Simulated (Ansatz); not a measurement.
**FH₂InOS: a ladder of functionals and wavefunction methods**

The task here is to estimate one member of a computed series from the others.

Program: Ansatz 0.2.0, Gaussian basis. Level of theory: functionals in def2-TZVPP, the program's frozen cores in correlated methods. These are calculated values, not measurements.

The runs, in order: LDA (SPW92), PBE-D4, revPBE-D4, BLYP-D4, r2SCAN-D4, B97M-V, PBE0-D4, B3LYP-D4, r2SCANh-D4, r2SCAN0-D4, HSE06-D4, BHLYP-D4, CAM-B3LYP-D4, LC-ωPBE, ωB97X-V, ωB97M-V, B2PLYP, PBE-QIDH; CCSD(T)/def2-SVP; CCSD(T)/def2-TZVPP; MP2/def2-QZVPP; extrapolation to the limit; RPA on PBE.

### The geometry

All runs share one geometry, relaxed beforehand with PBE0-D4 in a triple-zeta def2 set. In takes the def2 core potential; no spin-orbit term is included.

SMILES `[OH][In]([F])[SH]`, 6 atoms, charge 0, spin multiplicity 1.

Atoms are counted from 1 here; the program's logs count them from 0.

Bond lengths: O1–In2 1.966 Å, O1–H5 0.961 Å, In2–F3 1.936 Å, In2–S4 2.357 Å, S4–H6 1.344 Å. Angles: In2–O1–H5 113.2°, O1–In2–F3 111.9°, O1–In2–S4 131.1°, F3–In2–S4 117.1°, In2–S4–H6 93.0°.

Coordinates:

```xyz
6
charge 0, multiplicity 1
O     1.36476   -0.15869   -1.21537
In    0.31511   -0.36278    0.43438
F     1.24958   -1.42415    1.75713
S    -1.81702    0.45210    1.02397
H     0.91913    0.36542   -1.88565
H    -1.98946    1.06419   -0.16057
```

The first run:

Input file in.yaml:

```yaml
crystal:
  periodic: [false, false, false]
  atoms:
    - {symbol: O, position_ang: [1.364756, -0.158689, -1.215365]}
    - {symbol: In, position_ang: [0.315109, -0.362780, 0.434381]}
    - {symbol: F, position_ang: [1.249581, -1.424151, 1.757131]}
    - {symbol: S, position_ang: [-1.817017, 0.452102, 1.023974]}
    - {symbol: H, position_ang: [0.919131, 0.365425, -1.885654]}
    - {symbol: H, position_ang: [-1.989458, 1.064194, -0.160567]}
basis:
  gaussian: {orbitals: def2-TZVPP}
hamiltonian: {xc: lda}
output: {orbitals: {seedname: orbitals}}
```

Steps of the session up to this table: LDA; PBE-D4 (GGA); revPBE-D4 (GGA); BLYP-D4 (GGA); r2SCAN-D4 (meta-GGA); B97M-V (meta-GGA); PBE0-D4 (hybrid); B3LYP-D4 (hybrid); r2SCANh-D4 (hybrid); r2SCAN0-D4 (hybrid); HSE06-D4 (hybrid); BHLYP-D4 (hybrid); CAM-B3LYP-D4 (range-separated); LC-ωPBE-D4 (range-separated; the results give it without D4); ωB97X-V (range-separated); ωB97M-V (range-separated); B2PLYP (double hybrid); PBE-QIDH (double hybrid).

One of the session's tables, all rows but one given; the rest of the session is left out.

It belongs to the step «Frontier levels by functional». 

| functional | HOMO (eV) | LUMO (eV) | gap (eV) |
| --- | --- | --- | --- |
| LDA (SPW92) | -7.09 | -3.44 | 3.65 |
| PBE-D4 | -6.91 | -3.11 | 3.79 |
| revPBE-D4 | -6.84 | -2.98 | 3.86 |
| BLYP-D4 | -6.76 | -3.09 | 3.66 |
| r2SCAN-D4 | -7.22 | -2.89 | 4.33 |
| B97M-V | -7.25 | -2.97 | 4.28 |
| PBE0-D4 | -8.20 | -2.23 | 5.97 |
| B3LYP-D4 | -7.95 | -2.57 | 5.39 |
| r2SCANh-D4 | -7.70 | -2.57 | 5.13 |
| r2SCAN0-D4 | -8.41 | -2.10 | 6.31 |
| HSE06-D4 | -7.80 | -2.60 | 5.20 |
| BHLYP-D4 | -9.33 | -1.40 | 7.93 |
| CAM-B3LYP-D4 | ? | ? | ? |
| LC-ωPBE | -10.95 | 0.02 | 10.97 |
| ωB97X-V | -10.57 | -0.16 | 10.41 |
| ωB97M-V | -10.41 | -0.33 | 10.08 |

**Question.** Estimate the row for CAM-B3LYP-D4.

As computed: HOMO (eV): -9.55; LUMO (eV): -1.31; gap (eV): 8.23. In the column «HOMO (eV)» it lies between ωB97M-V (-10.41) and BHLYP-D4 (-9.33).
